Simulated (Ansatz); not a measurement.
# Ta: a tetragonal deformation path

An exercise on one series of results from a longer session: the logs are not shown, and one member is left open.

Method: DFT PBEsol, scalar-relativistic, plane waves, PAW, in Ansatz 0.2.0.

## The structure to begin with

Symmetry: Im-3m, No. 229, cubic system. Conventional cell: a = 3.303 Å, b = 3.303 Å, c = 3.303 Å, α = 90.00°, β = 90.00°, γ = 90.00°. Ta (site symmetry m-3m) has 8 Ta at 2.86 Å in its first shell of neighbours.

Structure file:

```xyz
1
Lattice="-1.6513 1.6513 1.6513 1.6513 -1.6513 1.6513 1.6513 1.6513 -1.6513" Properties=species:S:1:pos:R:3 pbc="T T T"
Ta    0.0000    0.0000    0.0000
```

The cell is taken as given, not relaxed at this level.

## The reference cell

The reference gives a free energy of -9806.5018 eV, pressure -3.78 GPa, largest force 0.000 eV/Å and gap on the mesh none (metal). It was computed beforehand with the settings of the runs below.

The first run:

At fixed volume and fractional coordinates, lengths along (0.000, 0.000, 1.000) are scaled against those across it; ρ is that ratio over its starting value.

Input file input.yaml:

```yaml
crystal:
  lattice:
    - [-1.8535924404, 1.8535924404, 1.3104898553]
    - [1.8535924404, -1.8535924404, 1.3104898553]
    - [1.8535924404, 1.8535924404, -1.3104898553]
  atoms:
    - { symbol: Ta, position: [0.0, 0.0, 0.0] }
basis:
  ecutwfc: 420
kpoints:
  mp_grid: { grid: [22, 22, 22] }
hamiltonian:
  xc: pbesol
scf:
  occupations: { method: gaussian, width: 0.15 }
output:
  forces: true
  stress: true
  eigenvalues: true
  write_density: true
  write_potential: true
  elf: true
  volumetric_format: npy
```

Command:

```console
$ ansatz run input.yaml --threads 1 --pin off --max-ram 2560MiB --backend cpu --events-out ev --progress --plain --runs-dir out
```

Steps of the session up to this table: At ρ = 0.707; Point ρ = 1.414; At ρ = 0.850; Point ρ = 1.200; Point ρ = 0.780; ρ = 1.300; ρ = 0.920; At ρ = 1.100; At ρ = 0.650; ρ = 1.500; At ρ = 0.960; ρ = 1.050.

One of the session's tables, all rows but one given; the rest of the session is left out.

It belongs to the step «The scan collected». The scan, with free energies counted from the undisturbed cell:

| ρ | ΔE (meV/atom) | pressure (GPa) |
| --- | --- | --- |
| 0.650 | 577.6 | 9.7 |
| 0.707 | 405.5 | 4.3 |
| 0.780 | 206.6 | 1.3 |
| 0.850 | ? | ? |
| 0.920 | 25.1 | -3.3 |
| 0.960 | 6.4 | -3.7 |
| 1.000 | 0.0 | -3.8 |
| 1.050 | 9.2 | -3.6 |
| 1.100 | 35.6 | -3.0 |
| 1.200 | 121.5 | -1.2 |
| 1.300 | 216.6 | 1.0 |
| 1.414 | 263.6 | 2.3 |
| 1.500 | 244.2 | 1.6 |

Estimate the missing values for ρ = 0.850.

Worked estimate for «ΔE (meV/atom)». A straight line through the neighbours (0.780, 206.6) and (0.920, 25.1) gives 206.6 + (25.1 − 206.6) × (0.850 − 0.780) / (0.920 − 0.780) = 115.9; a parabola fitted to 4 rows on both sides gives 85.0.

The run gave: ΔE (meV/atom): 80.1; pressure (GPa): -1.4. In «ΔE (meV/atom)» the line misses by +35.8 and the parabola by +4.9.
